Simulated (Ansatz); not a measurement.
# Bi: the cost of one run

Method: DFT PBEsol, scalar-relativistic, plane waves, PAW, in Ansatz 0.2.0.

The COD entry's cell or inner coordinates are ideal or old and differ from later refinements, so a difference from it is no clean test against experiment.

## 1. The starting structure

Symmetry: R-3m, No. 166, trigonal system. Conventional cell: a = 4.535 Å, b = 4.535 Å, c = 11.814 Å, α = 90.00°, β = 90.00°, γ = 120.00°. Bi (site symmetry 3m) is surrounded by 6 Bi at 3.06 to 3.52 Å.

As a file:

```xyz
2
Lattice="2.2675 1.3091 3.9380 -2.2675 1.3091 3.9380 0.0000 -2.6183 3.9380" Properties=species:S:1:pos:R:3 pbc="T T T"
Bi    0.0000    0.0000    2.7645
Bi    0.0000    0.0000    9.0495
```

The structure comes from the Crystallography Open Database.

(A quick probe on a coarse mesh, which set the mesh and smearing, is not shown.)

## 3. The relaxation

input.yaml reads:

```yaml
crystal:
  lattice:
    - [2.2675, 1.3091417354, 3.938]
    - [-2.2675, 1.3091417354, 3.938]
    - [0.0, -2.6182834708, 3.938]
  atoms:
    - { symbol: Bi, position: [0.234, 0.234, 0.234] }
    - { symbol: Bi, position: [0.766, 0.766, 0.766] }
basis:
  ecutwfc: 420
kpoints:
  mp_grid: { grid: [12, 12, 12] }
hamiltonian:
  xc: pbesol
scf:
  occupations: { method: gaussian, width: 0.1 }
output:
  forces: true
  stress: true
  eigenvalues: true
  write_density: true
  write_potential: true
  elf: true
  volumetric_format: npy
relax:
  adjacent_minimum: "off"
  f_tol: 0.005
  max_steps: 80
  cell: { stress_tol: 0.05 }
```

Started as:

```
ansatz run input.yaml --threads 1 --pin off --max-ram 4096MiB --backend cpu --events-out ev --progress --plain --runs-dir out
```

What time and memory should one allow on 1 thread of Arm Neoverse V2, shared host?

About 73 s, with a peak of 0.49 GiB.
